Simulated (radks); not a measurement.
# Ionising tellurium step by step, Te to Te¹⁷⁺

One table from this session's results is given with a row withheld; the runs are named, their logs left out.

Program: radks (a radial shooting solver on a logarithmic mesh, Libxc functionals) version 1. Level of theory: scalar-relativistic Kohn-Sham, PBEsol, spin-polarised, spherical densities, finite nucleus; open shells are filled with parallel spins first. These are calculated values, not measurements, unless marked.

**What is computed**

- element: tellurium (Z = 52)
- charges: 0 to 17
- first configuration: [Kr] 4d10 5s2 5p4
- last configuration: [Ar] 3d10 4s2 4p5

Outer shells as boxes (Hund's rule):

Te
```
[Kr] core
4d [↑↓][↑↓][↑↓][↑↓][↑↓]
5s [↑↓]
5p [↑↓][↑ ][↑ ]
```

Te¹⁷⁺
```
[Ar] core
3d [↑↓][↑↓][↑↓][↑↓][↑↓]
4s [↑↓]
4p [↑↓][↑↓][↑ ]
```

Set-up of the first run:

Input:

```text
Z 52
configuration [Kr] 4d10 5s2 5p4
relativity scalar-relativistic
functional pbe_sol,pbe_sol
spin polarised
nucleus finite rms 4.7423 fm
c 137.035999084
```

Among the steps run: Te, [Kr] 4d10 5s2 5p4; Te⁺, [Kr] 4d10 5s2 5p3; Te²⁺, [Kr] 4d10 5s2 5p2; Te³⁺, [Kr] 4d10 5s2 5p1; Te⁴⁺, [Kr] 4d10 5s2; Te⁵⁺, [Kr] 4d10 5s1; Te⁶⁺, [Kr] 4d10; Te⁷⁺, [Kr] 4d9; Te⁸⁺, [Kr] 4d8; Te⁹⁺, [Kr] 4d7; Te¹⁰⁺, [Kr] 4d6; Te¹¹⁺, [Kr] 4d5; Te¹²⁺, [Kr] 4d4; Te¹³⁺, [Kr] 4d3; Te¹⁴⁺, [Kr] 4d2; Te¹⁵⁺, [Kr] 4d1; Te¹⁶⁺, [Kr]; Te¹⁷⁺, [Ar] 3d10 4s2 4p5.

One of the session's tables, all rows but one given; the rest of the session is left out.

```
species  Δ-SCF (eV)  −ε(HOMO) (eV)
     Te       8.652          5.220
    Te⁺      18.766         14.546
   Te²⁺      27.598         23.103
   Te³⁺      36.807         32.172
   Te⁴⁺      58.739         53.313
   Te⁵⁺      71.397         65.746
   Te⁶⁺      124.31         113.69
   Te⁷⁺      146.16         135.14
   Te⁸⁺      168.77         157.39
   Te⁹⁺      192.08         180.36
  Te¹⁰⁺      215.99         203.99
  Te¹¹⁺      247.56         234.83
  Te¹²⁺      273.57         260.53
  Te¹³⁺      300.20         286.86
  Te¹⁴⁺      327.38         313.78
  Te¹⁵⁺      355.07         341.23
  Te¹⁶⁺           ?              ?
```

Q: Estimate the row for Te¹⁶⁺ from the others.

As computed: Δ-SCF (eV): 466.04; −ε(HOMO) (eV): 451.44. In the column «Δ-SCF (eV)» it is the highest.

There the highest level belongs to another shell. Minus the highest eigenvalue gives 60 to 97 % of the Δ-SCF value along the ladder. Open shells are spherical and high-spin; term and fine-structure splittings are not resolved. Spin-orbit splitting is averaged out at the scalar-relativistic level.
